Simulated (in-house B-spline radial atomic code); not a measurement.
# In⁴⁺: excited configurations

How much energy does it take to promote electrons of In⁴⁺ to other shells? Each configuration is solved by itself and compared with the reference.

Program: in-house B-spline radial atomic code version 1. Level of theory: scalar-relativistic (spin-free one-electron X2C) wB97X, spin-polarised, spherical density, exact exchange averaged over the configuration, Fermi nucleus, basis-set limit. These are calculated values, not measurements, unless marked.

## (1) Starting point

- element: indium (Z = 49)
- charge: +4
- electrons: 45
- configuration: [Kr] 4d9
- Hamiltonian: scalar-relativistic (X2C)
- nucleus: Fermi, rms radius 4.616 fm

The outer shells:

[Kr] 4d9
```
[Kr] core
4d [↑↓][↑↓][↑↓][↑↓][↑ ]
```

Where spins are not typed, each open shell is filled with up spins first.

## (2) The base configuration

The run's settings:

```ini
Z = 49
electrons = 45.0
configuration = [Kr] 4d9
hamiltonian = x2c
method = wb97x
spin_polarised = True
nucleus = fermi
rms_radius = 4.6156
mass_number = 115
atomic_mass = 114.903878772
speed_of_light = 137.035999084
exact_exchange = averaged over the configuration
```

Command:

```
> python run_scf.py task.json out
```

One command runs all members of the session, one after another, from task.json.

Results of the run (chosen fields of its result record, rounded):

```text
{
  "status": "converged",
  "scf [iteration, energy, orbital gradient]": [
    [1, -5861.79336743, 0.691],
    [2, -5870.95190445, 0.507],
    [3, -5876.89184728, 0.113],
    [4, -5877.21742486, 0.0399],
    [5, -5877.23400896, 0.0161],
    [6, -5877.23860164, 0.00377],
    [7, -5877.23878517, 0.00059],
    [8, -5877.23879069, 3.29e-05],
    [9, -5877.2387907, 1.93e-06],
    [10, -5877.2387907, 7.79e-07],
    [11, -5877.2387907, 6.49e-07],
    [12, -5877.2387907, 4.87e-07]
  ],
  "energy [hartree]": {"total": -5877.23879071, "kinetic": 6176.4335599, "nuclear": -14184.6540894, "coulomb": 2290.90424679, "exact_exchange": -30.949737768, "xc": -128.972770263},
  "orbitals [hartree, bohr; first row names the columns]": [
    ["name", "occ", "eps", "<r>", "<r^2>", "<1/r>", "r_max"],
    ["1s up", 1.0, -1022.3012, 0.02914, 0.0011593, 54.134, 0.018538],
    ["1s down", 1.0, -1022.3012, 0.02914, 0.0011593, 54.134, 0.018538],
    ["2s up", 1.0, -155.29049, 0.12799, 0.01938, 12.259, 0.10849],
    ["2s down", 1.0, -155.27998, 0.12799, 0.019379, 12.259, 0.10849],
    ["2p up", 3.0, -139.60692, 0.11191, 0.015307, 11.429, 0.086647],
    ["2p down", 3.0, -139.59838, 0.11191, 0.015306, 11.429, 0.086645],
    ["3s up", 1.0, -31.278013, 0.348, 0.13862, 4.2809, 0.31554],
    ["3s down", 1.0, -31.272717, 0.34796, 0.13858, 4.281, 0.31555],
    ["3p up", 3.0, -26.112659, 0.34656, 0.1395, 4.0051, 0.30882],
    ["3p down", 3.0, -26.106327, 0.34651, 0.13944, 4.0052, 0.30884],
    ["3d up", 5.0, -18.069358, 0.32403, 0.12474, 3.7567, 0.25818],
    ["3d down", 5.0, -18.058343, 0.32407, 0.12478, 3.7561, 0.25826],
    ["4s up", 1.0, -6.463843, 0.84534, 0.80802, 1.6541, 0.76981],
    ["4s down", 1.0, -6.4244265, 0.84521, 0.80787, 1.6545, 0.76974],
    ["4p up", 3.0, -4.8994311, 0.91354, 0.95191, 1.4896, 0.81525],
    ["4p down", 3.0, -4.8552528, 0.91365, 0.95237, 1.4895, 0.81497],
    ["4d up", 5.0, -2.5900062, 1.1031, 1.4234, 1.1973, 0.91924],
    ["4d down", 4.0, -2.5584885, 1.1068, 1.4345, 1.1946, 0.919]
  ],
  "sum_r [bohr^k]": {"-1": 294.529, "1": 24.11611, "2": 22.67836}
}
```

Wall time 1.1 s (1 thread, shared host).

## (3) Run with [Ar] 3d10 4s2 4p5 4d9 5s1

The settings differ from step 2 so:

```diff
@@ -2,3 +2,3 @@
 electrons = 45.0
-configuration = [Kr] 4d9
+configuration = [Ar] 3d10 4s2 4p5 4d9 5s1
 hamiltonian = x2c
```

From the record:

```text
{
  "status": "converged",
  "scf [iteration, energy, orbital gradient]": [
    [1, -5857.13337326, 0.728],
    [2, -5867.80338173, 0.506],
    [3, -5873.77924879, 0.118],
    [4, -5874.13301962, 0.0444],
    [5, -5874.15180837, 0.0162],
    [6, -5874.15703765, 0.00407],
    [7, -5874.15725748, 0.000962],
    [8, -5874.15726017, 0.000156],
    [9, -5874.15726027, 1.27e-05],
    [10, -5874.15726027, 7.47e-07],
    [11, -5874.15726027, 6.4e-07],
    [12, -5874.15726027, 5.15e-07],
    [13, -5874.15726027, 5.61e-07],
    [14, -5874.15726027, 7.27e-07],
    [15, -5874.15726027, 3.77e-07]
  ],
  "energy [hartree]": {"total": -5874.15726027, "kinetic": 6173.349855, "nuclear": -14164.2268349, "coulomb": 2275.80409894, "exact_exchange": -30.5805381638, "xc": -128.503841107},
  "orbitals [hartree, bohr; first row names the columns]": [
    ["name", "occ", "eps", "<r>"],
    ["1s up", 1.0, -1022.7308, 0.02914],
    ["1s down", 1.0, -1022.7162, 0.02914],
    ["2s up", 1.0, -155.67839, 0.12799],
    ["2s down", 1.0, -155.6571, 0.12798],
    ["2p up", 3.0, -140.00063, 0.1119],
    ["2p down", 3.0, -139.9772, 0.1119],
    ["3s up", 1.0, -31.649534, 0.34792],
    ["3s down", 1.0, -31.6283, 0.34785],
    ["3p up", 3.0, -26.484311, 0.34647],
    ["3p down", 3.0, -26.459629, 0.34645],
    ["3d up", 5.0, -18.441161, 0.3239],
    ["3d down", 5.0, -18.414198, 0.32383],
    ["4s up", 1.0, -6.7816762, 0.83794],
    ["4s down", 1.0, -6.6525687, 0.83967],
    ["4p up", 3.0, -5.1980619, 0.90303],
    ["4p down", 2.0, -5.0935772, 0.90461],
    ["4d up", 5.0, -2.8463967, 1.0734],
    ["4d down", 4.0, -2.7587539, 1.0807],
    ["5s up", 1.0, -1.8965325, 2.017]
  ],
  "sum_r [bohr^k]": {"-1": 294.1143, "1": 24.90135, "2": 25.45386},
  "energy_minus_base [hartree]": 3.08153043
}
```

Wall time 1.3 s (1 thread, shared host).

energy_minus_base is the energy less that of the reference run.

## (4) [Ar] 3d9 4s2 4p6 4d9 4f1

The settings differ from step 3 so:

```diff
@@ -2,3 +2,3 @@
 electrons = 45.0
-configuration = [Ar] 3d10 4s2 4p5 4d9 5s1
+configuration = [Ar] 3d9 4s2 4p6 4d9 4f1
 hamiltonian = x2c
```

From the record:

```text
{
  "status": "converged",
  "scf [iteration, energy, orbital gradient]": [
    [1, -5838.18587703, 0.793],
    [2, -5848.96561858, 10.4],
    [3, -5833.74280423, 1.62],
    [4, -5842.58286415, 1.2],
    [5, -5857.67108755, 2.22],
    [6, -5859.14567769, 0.455],
    [7, -5859.43969352, 0.355],
    [8, -5859.56823706, 0.283],
    [9, -5859.578737, 0.212],
    [10, -5859.5789702, 0.21],
    [11, -5859.57554244, 0.0695],
    [12, -5859.57336186, 0.0364],
    [13, -5859.5724218, 0.00158],
    [14, -5859.57256328, 0.00698],
    [15, -5859.57252123, 0.00441],
    [16, -5859.57250309, 0.00163],
    [17, -5859.57250448, 0.000391],
    [18, -5859.57250452, 0.000171],
    [19, -5859.57250453, 4.02e-05],
    [20, -5859.57250454, 8.84e-06],
    [21, -5859.57250454, 4.42e-06],
    [22, -5859.57250454, 1.92e-06],
    [23, -5859.57250454, 1.01e-06],
    [24, -5859.57250454, 4.96e-07],
    [25, -5859.57250454, 1.77e-07]
  ],
  "energy [hartree]": {"total": -5859.57250454, "kinetic": 6159.27667763, "nuclear": -14105.9083687, "coulomb": 2244.64111104, "exact_exchange": -30.1270121989, "xc": -127.454912274},
  "orbitals [hartree, bohr; first row names the columns]": [
    ["name", "occ", "eps", "<r>"],
    ["1s up", 1.0, -1023.9493, 0.029141],
    ["1s down", 1.0, -1023.9485, 0.029141],
    ["2s up", 1.0, -157.02247, 0.12797],
    ["2s down", 1.0, -156.92014, 0.12792],
    ["2p up", 3.0, -141.33631, 0.11189],
    ["2p down", 3.0, -141.25369, 0.11184],
    ["3s up", 1.0, -32.520352, 0.34553],
    ["3s down", 1.0, -32.402932, 0.34575],
    ["3p up", 3.0, -27.360966, 0.34343],
    ["3p down", 3.0, -27.231965, 0.34373],
    ["3d up", 5.0, -19.4061, 0.31934],
    ["3d down", 4.0, -14.333609, 0.61872],
    ["4s up", 1.0, -6.9387235, 0.82753],
    ["4s down", 1.0, -6.8765047, 0.82833],
    ["4p up", 3.0, -5.3362884, 0.88851],
    ["4p down", 3.0, -5.270084, 0.88977],
    ["4d up", 5.0, -2.9530254, 1.0469],
    ["4d down", 4.0, -7.820545, 0.74997],
    ["4f up", 1.0, -0.88356031, 2.487]
  ],
  "sum_r [bohr^k]": {"-1": 292.9246, "1": 25.52167, "2": 28.34007},
  "energy_minus_base [hartree]": 17.6662862
}
```

Run time: 2.2 s. Hardware: 1 thread, shared host.

## (5) Configuration [Ar] 3d10 4s2 4p5 4d10

The settings differ from step 4 so:

```diff
@@ -2,3 +2,3 @@
 electrons = 45.0
-configuration = [Ar] 3d9 4s2 4p6 4d9 4f1
+configuration = [Ar] 3d10 4s2 4p5 4d10
 hamiltonian = x2c
```

From the record:

```text
{
  "status": "converged",
  "scf [iteration, energy, orbital gradient]": [
    [1, -5857.89566431, 0.718],
    [2, -5867.89054827, 0.545],
    [3, -5874.55354614, 0.125],
    [4, -5874.91972603, 0.0428],
    [5, -5874.9384175, 0.0171],
    [6, -5874.9434573, 0.00431],
    [7, -5874.9437324, 0.000639],
    [8, -5874.94373894, 3.86e-05],
    [9, -5874.94373896, 3.15e-06],
    [10, -5874.94373896, 7.75e-07],
    [11, -5874.94373896, 6.47e-07],
    [12, -5874.94373897, 4.95e-07],
    [13, -5874.94373897, 5.01e-07],
    [14, -5874.94373897, 5.92e-07],
    [15, -5874.94373896, 3.71e-07]
  ],
  "energy [hartree]": {"total": -5874.94373896, "kinetic": 6173.92095674, "nuclear": -14176.4973806, "coulomb": 2287.32815624, "exact_exchange": -30.8520754665, "xc": -128.843395876},
  "orbitals [hartree, bohr; first row names the columns]": [
    ["name", "occ", "eps", "<r>"],
    ["1s up", 1.0, -1022.4615, 0.02914],
    ["1s down", 1.0, -1022.4501, 0.029139],
    ["2s up", 1.0, -155.38683, 0.12799],
    ["2s down", 1.0, -155.37896, 0.12799],
    ["2p up", 3.0, -139.71149, 0.1119],
    ["2p down", 3.0, -139.69884, 0.1119],
    ["3s up", 1.0, -31.372447, 0.34796],
    ["3s down", 1.0, -31.360046, 0.34792],
    ["3p up", 3.0, -26.207755, 0.34651],
    ["3p down", 3.0, -26.192024, 0.34654],
    ["3d up", 5.0, -18.160689, 0.32399],
    ["3d down", 5.0, -18.1472, 0.32388],
    ["4s up", 1.0, -6.5259482, 0.84282],
    ["4s down", 1.0, -6.447579, 0.84404],
    ["4p up", 3.0, -4.9553135, 0.90969],
    ["4p down", 2.0, -4.9039779, 0.91203],
    ["4d up", 5.0, -2.6316401, 1.0937],
    ["4d down", 5.0, -2.5862731, 1.1023]
  ],
  "sum_r [bohr^k]": {"-1": 294.3629, "1": 24.21969, "2": 22.93362},
  "energy_minus_base [hartree]": 2.29505174
}
```

It took 0.97 s on 1 thread, shared host.

## (6) Configuration [Kr] 4d8 4f1

The settings differ from step 5 so:

```diff
@@ -2,3 +2,3 @@
 electrons = 45.0
-configuration = [Ar] 3d10 4s2 4p5 4d10
+configuration = [Kr] 4d8 4f1
 hamiltonian = x2c
```

From the record:

```text
{
  "status": "converged",
  "scf [iteration, energy, orbital gradient]": [
    [1, -5859.5494354, 0.709],
    [2, -5868.29319021, 0.519],
    [3, -5875.07038123, 0.0995],
    [4, -5875.43304557, 0.0247],
    [5, -5875.44534278, 0.0114],
    [6, -5875.44881447, 0.00289],
    [7, -5875.44899513, 0.000521],
    [8, -5875.44900372, 1.58e-05],
    [9, -5875.44900373, 2.59e-06],
    [10, -5875.44900373, 7.81e-07],
    [11, -5875.44900373, 6.78e-07],
    [12, -5875.44900373, 5.25e-07],
    [13, -5875.44900374, 6.67e-07],
    [14, -5875.44900374, 1.13e-06],
    [15, -5875.44900373, 1.19e-06],
    [16, -5875.44900373, 3.85e-07]
  ],
  "energy [hartree]": {"total": -5875.44900373, "kinetic": 6174.71689359, "nuclear": -14167.3577162, "coulomb": 2276.38990143, "exact_exchange": -30.6184869649, "xc": -128.579595591},
  "orbitals [hartree, bohr; first row names the columns]": [
    ["name", "occ", "eps", "<r>"],
    ["1s up", 1.0, -1022.6588, 0.02914],
    ["1s down", 1.0, -1022.6589, 0.02914],
    ["2s up", 1.0, -155.65942, 0.12799],
    ["2s down", 1.0, -155.63771, 0.12798],
    ["2p up", 3.0, -139.97523, 0.11191],
    ["2p down", 3.0, -139.9576, 0.1119],
    ["3s up", 1.0, -31.619815, 0.34793],
    ["3s down", 1.0, -31.608102, 0.34785],
    ["3p up", 3.0, -26.455167, 0.34647],
    ["3p down", 3.0, -26.441253, 0.34636],
    ["3d up", 5.0, -18.417196, 0.32386],
    ["3d down", 5.0, -18.39363, 0.32386],
    ["4s up", 1.0, -6.7705156, 0.841],
    ["4s down", 1.0, -6.6834243, 0.84056],
    ["4p up", 3.0, -5.1955326, 0.90594],
    ["4p down", 3.0, -5.0981964, 0.90579],
    ["4d up", 5.0, -2.8579963, 1.0791],
    ["4d down", 3.0, -2.7824218, 1.0818],
    ["4f up", 1.0, -0.88273371, 2.523]
  ],
  "sum_r [bohr^k]": {"-1": 294.1763, "1": 25.27941, "2": 28.28635},
  "energy_minus_base [hartree]": 1.78978697
}
```

It took 1.3 s on 1 thread, shared host.

## (7) [Kr] 4d8 5p1

The settings differ from step 6 so:

```diff
@@ -2,3 +2,3 @@
 electrons = 45.0
-configuration = [Kr] 4d8 4f1
+configuration = [Kr] 4d8 5p1
 hamiltonian = x2c
```

From the record:

```text
{
  "status": "converged",
  "scf [iteration, energy, orbital gradient]": [
    [1, -5860.64885415, 0.722],
    [2, -5870.35054937, 0.485],
    [3, -5875.76558712, 0.117],
    [4, -5876.07763632, 0.0291],
    [5, -5876.09280985, 0.0155],
    [6, -5876.09746417, 0.00309],
    [7, -5876.0975393, 0.00039],
    [8, -5876.09754161, 1.59e-05],
    [9, -5876.09754163, 2.21e-06],
    [10, -5876.09754163, 7.69e-07],
    [11, -5876.09754163, 6.42e-07],
    [12, -5876.09754163, 4.88e-07]
  ],
  "energy [hartree]": {"total": -5876.09754163, "kinetic": 6175.41701385, "nuclear": -14169.4569443, "coulomb": 2277.13423804, "exact_exchange": -30.613534438, "xc": -128.578314783},
  "orbitals [hartree, bohr; first row names the columns]": [
    ["name", "occ", "eps", "<r>"],
    ["1s up", 1.0, -1022.6186, 0.02914],
    ["1s down", 1.0, -1022.6167, 0.02914],
    ["2s up", 1.0, -155.63022, 0.128],
    ["2s down", 1.0, -155.6073, 0.12799],
    ["2p up", 3.0, -139.94495, 0.11191],
    ["2p down", 3.0, -139.92534, 0.1119],
    ["3s up", 1.0, -31.603603, 0.34797],
    ["3s down", 1.0, -31.590994, 0.34789],
    ["3p up", 3.0, -26.43907, 0.34652],
    ["3p down", 3.0, -26.423851, 0.34641],
    ["3d up", 5.0, -18.399732, 0.32393],
    ["3d down", 5.0, -18.375147, 0.32395],
    ["4s up", 1.0, -6.7656205, 0.84061],
    ["4s down", 1.0, -6.6790758, 0.84065],
    ["4p up", 3.0, -5.1895657, 0.90532],
    ["4p down", 3.0, -5.0938987, 0.90575],
    ["4d up", 5.0, -2.848249, 1.0794],
    ["4d down", 3.0, -2.7775069, 1.0815],
    ["5p up", 1.0, -1.5339071, 2.3084]
  ],
  "sum_r [bohr^k]": {"-1": 294.2191, "1": 25.06412, "2": 26.54927},
  "energy_minus_base [hartree]": 1.14124908
}
```

Run time: 1 s. Hardware: 1 thread, shared host.

## (8) [Ar] 3d10 4s2 4p5 4d9 5f1

The settings differ from step 7 so:

```diff
@@ -2,3 +2,3 @@
 electrons = 45.0
-configuration = [Kr] 4d8 5p1
+configuration = [Ar] 3d10 4s2 4p5 4d9 5f1
 hamiltonian = x2c
```

From the record:

```text
{
  "status": "converged",
  "scf [iteration, energy, orbital gradient]": [
    [1, -5855.18981536, 0.732],
    [2, -5866.5864196, 0.508],
    [3, -5872.45786749, 0.126],
    [4, -5872.80778865, 0.0441],
    [5, -5872.83154, 0.0183],
    [6, -5872.8365718, 0.00347],
    [7, -5872.83665848, 0.00067],
    [8, -5872.83666745, 3.41e-05],
    [9, -5872.83666764, 1.51e-05],
    [10, -5872.83666765, 2.11e-06],
    [11, -5872.83666765, 6.73e-07],
    [12, -5872.83666765, 5.68e-07],
    [13, -5872.83666765, 6.84e-07],
    [14, -5872.83666765, 4.5e-07]
  ],
  "energy [hartree]": {"total": -5872.83666765, "kinetic": 6171.90827559, "nuclear": -14151.8518555, "coulomb": 2265.95000903, "exact_exchange": -30.4268907226, "xc": -128.416206077},
  "orbitals [hartree, bohr; first row names the columns]": [
    ["name", "occ", "eps", "<r>"],
    ["1s up", 1.0, -1022.9687, 0.02914],
    ["1s down", 1.0, -1022.957, 0.02914],
    ["2s up", 1.0, -155.90443, 0.12799],
    ["2s down", 1.0, -155.88544, 0.12798],
    ["2p up", 3.0, -140.22844, 0.1119],
    ["2p down", 3.0, -140.20665, 0.1119],
    ["3s up", 1.0, -31.866913, 0.34791],
    ["3s down", 1.0, -31.848207, 0.34782],
    ["3p up", 3.0, -26.702903, 0.34644],
    ["3p down", 3.0, -26.679676, 0.34641],
    ["3d up", 5.0, -18.66064, 0.32385],
    ["3d down", 5.0, -18.634789, 0.32377],
    ["4s up", 1.0, -6.9900973, 0.83854],
    ["4s down", 1.0, -6.864823, 0.83953],
    ["4p up", 3.0, -5.4089077, 0.90184],
    ["4p down", 2.0, -5.3056196, 0.90406],
    ["4d up", 5.0, -3.0536196, 1.064],
    ["4d down", 4.0, -2.9671422, 1.0738],
    ["5f up", 1.0, -0.60850175, 4.7208]
  ],
  "sum_r [bohr^k]": {"-1": 293.8602, "1": 27.52603, "2": 47.16874},
  "energy_minus_base [hartree]": 4.40212305
}
```

Run time: 1.4 s. Hardware: 1 thread, shared host.

## (9) Energies above the reference

| net move | configuration | 2|M_S|+1 | energy above the reference (eV) | largest <r> (bohr) |
| --- | --- | --- | --- | --- |
| 4d → 5p | [Kr] 4d8 5p1 | 4 | 31.055 | 2.31 |
| 4d → 4f | [Kr] 4d8 4f1 | 4 | 48.703 | 2.52 |
| 4p → 4d | [Ar] 3d10 4s2 4p5 4d10 | 2 | 62.452 | 1.10 |
| 4p → 5s | [Ar] 3d10 4s2 4p5 4d9 5s1 | 4 | 83.853 | 2.02 |
| 4p → 5f | [Ar] 3d10 4s2 4p5 4d9 5f1 | 4 | 119.79 | 4.72 |
| 3d → 4f | [Ar] 3d9 4s2 4p6 4d9 4f1 | 4 | 480.72 | 2.49 |

What this shows: At the bottom stands 4d → 5p (31.055 eV), at the top 3d → 4f (480.72 eV). 2 of them lie more than 60 % above minus the reference's highest level (69.620 eV), in the range where a state can decay by emitting an electron. Two partly filled shells share a symmetry and can mix in the average, which may lower the energy, for: 3d → 4f. The reference has 2|M_S|+1 = 2; 5 of the configurations differ from it in spin. These are spherical averages at the typed spins, not spectroscopic levels.
